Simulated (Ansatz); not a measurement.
# BBrFH2N: the cost of one run

Program: Ansatz 0.2.0, driven from Python. Level of theory: r2SCAN/def2-SVP. These are calculated values, not measurements.

## 1. The system

Bond lengths: N1–B2 1.485 Å, B2–F3 1.417 Å, B2–Br4 1.943 Å, N1–H5 1.084 Å, N1–H6 1.102 Å. Angles: N1–B2–F3 118.4°, N1–B2–Br4 122.7°, F3–B2–Br4 118.8°, B2–N1–H5 107.4°, B2–N1–H6 107.3°, H5–N1–H6 101.6°.

No structure file is read: the coordinates are typed or built in the script.

## 2. Script

Input file scan.py:

```python
"""Potential curve of BBrFH2N along one bond."""

from dataclasses import dataclass

import ansatz as az
import matplotlib.pyplot as plt
import numpy as np


@dataclass
class Settings:
    basis_set: str = "def2-SVP"
    xc: str = "r2scan"


settings = Settings()

geometry_ang = [
    ("N", [0.3122, 0.8452, 0.3008]),
    ("B", [0.154, -0.613, 0.0656]),
    ("F", [1.066, -1.4994, 0.6903]),
    ("Br", [-1.2076, -1.3448, -1.111]),
    ("H", [0.3697, 1.3251, -0.6692]),
    ("H", [-0.6523, 1.2229, 0.6772]),
]
system = az.Crystal.molecule()
for symbol, xyz in geometry_ang:
    system = system.atom(symbol, xyz)

symbols = [site.symbol for site in system.cartesian_sites]
start = np.array([site.position_ang for site in system.cartesian_sites])
axis = (start[0] - start[1]) / np.linalg.norm(start[0] - start[1])
moving = [0, 4, 5]
lengths, energies = [1.26, 1.37, 1.49, 1.63, 1.86, 2.23, 2.67, 3.27], []
for length in lengths:
    xyz = start.copy()
    xyz[moving] += (length - np.linalg.norm(start[0] - start[1])) * axis
    point = az.Crystal.molecule()
    for symbol, place in zip(symbols, xyz):
        point = point.atom(symbol, place.tolist())
    setup = (
        point.calculation()
        .basis(gaussian=settings.basis_set)
        .functional(settings.xc)
    )
    r = setup.run(threads=1, backend="cpu").report
    energies.append(r["free_energy_ev"])
    print(f"r = {length:6.3f} A  E = {energies[-1]:.5f} eV  <S^2> = {abs(r['mean_field']['state']['spin_squared']):.3f}")

print("energy above the lowest point (eV):", [round(e - min(energies), 3) for e in energies])
plt.figure(figsize=(4.5, 3))
plt.plot(lengths, np.array(energies) - min(energies), "o-")
plt.xlabel("bond length (A)")
plt.ylabel("E - E(min) (eV)")
plt.tight_layout()
plt.savefig("scan.png", dpi=100)
```

## 3. The calls as engine input

The engine receives this input (first run):

```yaml
crystal:
  periodic: [false, false, false]
  atoms:
    - { symbol: "N", position_ang: [0.2881856315141216, 0.6238488487603797, 0.26509722207409225] }
    - { symbol: B, position_ang: [0.154, -0.613, 0.0656] }
    - { symbol: F, position_ang: [1.066, -1.4994, 0.6903] }
    - { symbol: Br, position_ang: [-1.2076, -1.3448, -1.111] }
    - { symbol: H, position_ang: [0.34568563151412157, 1.1037488487603797, -0.7049027779259077] }
    - { symbol: H, position_ang: [-0.6763143684858784, 1.0015488487603799, 0.6414972220740923] }
basis:
  gaussian:
    orbitals: def2-SVP
hamiltonian:
  xc: r2scan
```

## 4. Running it

The run is started by

```sh
> python scan.py
```

What time and memory should one allow on 1 thread of Arm Neoverse V2, shared host?

About 27 s, with a peak of 0.24 GiB.
